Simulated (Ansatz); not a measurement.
# B2O: a line through an energy map

Aim: follow the energy of B₂O (P-3m1, No. 164; 6 atoms in the cell) along one coordinate, volume per atom, with the other held at c/a of the conventional cell = 3.508.

Method: DFT PBE+D3(BJ), scalar-relativistic, plane waves, PAW, in Ansatz 0.2.0.

### Step 1. The system as given

The structure is trigonal, space group P-3m1 (No. 164). The conventional cell has a = 2.546 Å, b = 2.546 Å, c = 9.678 Å, α = 90.00°, β = 90.00°, γ = 120.00°. B (site symmetry 3m) is surrounded by 3 O at 1.57 Å and 1 B at 1.74 Å. B (site symmetry 3m) is surrounded by 3 B at 1.58 Å. O (site symmetry 3m) has 3 B at 1.57 Å as nearest neighbours.

As a file:

```cif
data_structure
_symmetry_space_group_name_H-M 'P 1'
_symmetry_Int_Tables_number 1
_cell_length_a 2.5456
_cell_length_b 2.5456
_cell_length_c 9.6777
_cell_angle_alpha 90.000
_cell_angle_beta 90.000
_cell_angle_gamma 120.000
_cell_volume 54.31
loop_
_atom_site_label
_atom_site_type_symbol
_atom_site_fract_x
_atom_site_fract_y
_atom_site_fract_z
_atom_site_occupancy
B1 B 0.00000 0.00000 0.40990 1
B2 B 0.00000 0.00000 0.59010 1
B3 B 0.66667 0.33333 0.02935 1
B4 B 0.33333 0.66667 0.97065 1
O1 O 0.66667 0.33333 0.35258 1
O2 O 0.33333 0.66667 0.64742 1
```

This cell was relaxed beforehand with the same method: volume 9.05 Å³/atom, gap on the mesh none (metal).

### Step 2. The scan

The energy is mapped over volume and the cell's shape.

The axes are (1) volume per atom: 7 values from 7.965 to 10.138 Å³; (2) c/a of the conventional cell: 7 values from 3.370 to 4.289.

Nothing else is relaxed (fractional coordinates fixed). Energies count from the relaxed crystal. Points are written as (first, second).

### Step 3. Point (7.965 Å³, 3.508)

The input, input.yaml:

```yaml
crystal:
  lattice:
    - [2.5055984866, 0.0, 0.0]
    - [-1.2527992433, 2.1699119411, 0.0]
    - [0.0, 0.0, 8.7898900509]
  atoms:
    - { symbol: B, position: [0.0, 0.0, 0.4099026039] }
    - { symbol: B, position: [0.0, 0.0, 0.5900973961] }
    - { symbol: B, position: [0.6666666667, 0.3333333333, 0.0293462865] }
    - { symbol: B, position: [0.3333333333, 0.6666666667, 0.9706537135] }
    - { symbol: O, position: [0.6666666667, 0.3333333333, 0.3525784977] }
    - { symbol: O, position: [0.3333333333, 0.6666666667, 0.6474215023] }
basis:
  ecutwfc: 520.0
kpoints:
  mp_grid: { grid: [21, 21, 6] }
hamiltonian:
  xc: pbe
  dispersion: d3bj
scf:
  occupations: { method: gaussian, width: 0.15 }
output:
  forces: true
  stress: true
  eigenvalues: true
```

Started as:

```console
$ ansatz run input.yaml --threads 2 --pin off --max-ram 4096MiB --backend cpu --events-out ev --progress --plain --runs-dir out
```

The session goes on with these runs: the other points of the line.

What does the calculation give? Wanted: for each run, volume per atom; energy; slope; pressure; largest force on an atom.

The runs gave:

| volume per atom (Å³) | step | energy (meV/atom) | slope (meV/atom per Å³) | pressure (GPa) | largest force on an atom (eV/Å) |
| --- | --- | --- | --- | --- | --- |
| 7.965 | 3 | 79 | −138 | 22.1 | 1.96 |
| 8.327 | 4 | 41 | −71 | 11.4 | 1.63 |
| 8.690 | 5 | 26 | −17 | 2.7 | 1.34 |
| 9.052 | 6 | 28 | 28 | −4.5 | 1.07 |
| 9.414 | 7 | 45 | 65 | −10.3 | 1.21 |
| 9.776 | 8 | 74 | 94 | −15.0 | 1.57 |
| 10.138 | – | 112 | 117 | −18.7 | 1.88 |

Energies count from the relaxed crystal. Rows without a step come from runs not printed here or follow by symmetry. Slopes come from the forces and the stress, not from differences of energies.

In words: The lowest point of the line is at 8.690 Å³, 26 meV/atom from the zero. A fit to energies and slopes at the lowest point and its two neighbours puts the minimum at 8.8161 Å³, with a curvature of about 130 meV/atom per (Å³)². V·d²E/dV² there is about 180 GPa, a bulk modulus under this line's constraint. The highest point, at 10.138 Å³, lies 86 meV/atom above the lowest. This is one cut through a surface in two coordinates; the map's lowest point lies off it. Metallic runs without spin could have a lower magnetic solution.
